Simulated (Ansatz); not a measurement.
Runs of Ansatz 0.2.0 on CsLiCr2Te2S3. The typed cell holds 18 atoms: a = 3.675 Å, b = 6.258 Å, c = 18.879 Å, α = 89.93°, β = 89.72°, γ = 90.00°. The cell was built by a generator and needn't be a form met in nature.

| task | cell | k mesh | target pressure (GPa) | points for each segment of the path | gap on the mesh (eV) | pressure (GPa) | moment (μB) | largest force (eV/Å) |
| --- | --- | --- | --- | --- | --- | --- | --- | --- |
| relaxation of cell and atoms | relaxed | 5 × 3 × 1 | - | - | none | 0.0 | (b) | - |
| relaxation of cell and atoms | relaxed to 2 GPa | 5 × 3 × 1 | 2 | - | none | 2.0 | (a) | 0.01 |
| band structure | as given | 7 × 5 × 2 | - | 10 | none | 0.0 | 11.45 | 0.06 |
| relaxation of cell and atoms | relaxed to 5 GPa | 5 × 3 × 1 | 5 | - | none | 5.0 | 11.28 | 0.01 |

Alike in all rows: level PBE; potentials or basis Ansatz PAW; spin collinear, ferromagnetic start; cutoff (eV) 420; smearing fermi-dirac 0.05 eV.

Estimate the missing entries.

(a) 11.33; (b) 11.32.

Caveats: only a ferromagnetic start was run, and an antiferromagnetic order may lie lower in energy; the plane-wave basis is chosen anew once the cell has moved, so the energies of steps on either side of that aren't comparable (some runs); spin-orbit coupling is left out, which moves the levels of the heavy elements (some runs).

A k mesh can miss the band edges, and the runs leave out spin-orbit coupling on Cs, Te.

A gap of «none» marks a metal or a gap under the smearing width.
